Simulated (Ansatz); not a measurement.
# SbAs: the cost of one run

Method: DFT r2SCAN, scalar-relativistic, plane waves, PAW, in Ansatz 0.2.0.

## 1. The structure to begin with

It takes space group R3m (No. 160, trigonal). Conventional cell: a = 4.065 Å, b = 4.065 Å, c = 11.150 Å, α = 90.00°, β = 90.00°, γ = 120.00°. Sb (site symmetry 3m) is surrounded by 3 As at 2.73 Å. As (site symmetry 3m) has 3 Sb at 2.73 Å as nearest neighbours.

Coordinates:

```
Sb As
1.0
    -2.03271    3.52076    0.00000
    -4.06543    0.00000    0.00000
    -2.03271    1.17359    3.71659
Sb As
1 1
Cartesian
  -6.0981 3.5208 2.5544
  -2.0327 1.1736 1.1622
```

The structure comes from the Materials Project (structure only).

## 2. Self-consistent density

Contents of input.yaml:

```yaml
crystal:
  lattice:
    - [-2.0327141219, 3.5207641364, 0.0]
    - [-4.0654282438, 0.0, 0.0]
    - [-2.0327141219, 1.1735880455, 3.7165943]
  atoms:
    - { symbol: Sb, position: [0.77090159, 0.77090159, 0.68729523] }
    - { symbol: As, position: [0.22910041, 0.22910041, 0.31269877] }
basis:
  ecutwfc: 500
  fft_grid_basis: typed
kpoints:
  mp_grid: { grid: [12, 12, 10] }
hamiltonian:
  xc: r2scan
  pseudopotentials: { kind: paw }
scf:
  occupations: { method: gaussian, width: 0.05 }
output:
  forces: true
  stress: true
  eigenvalues: true
  bader: true
  write_density: true
  volumetric_format: npy
  elf: true
```

Command:

```
> ansatz run input.yaml --threads 1 --pin off --max-ram 2560MiB --backend cpu --events-out ev --progress --plain --runs-dir out
```

Q: Estimate wall time and peak memory on 1 thread of Arm Neoverse N1, shared host.

About 3.7 min, with a peak of 0.86 GiB.
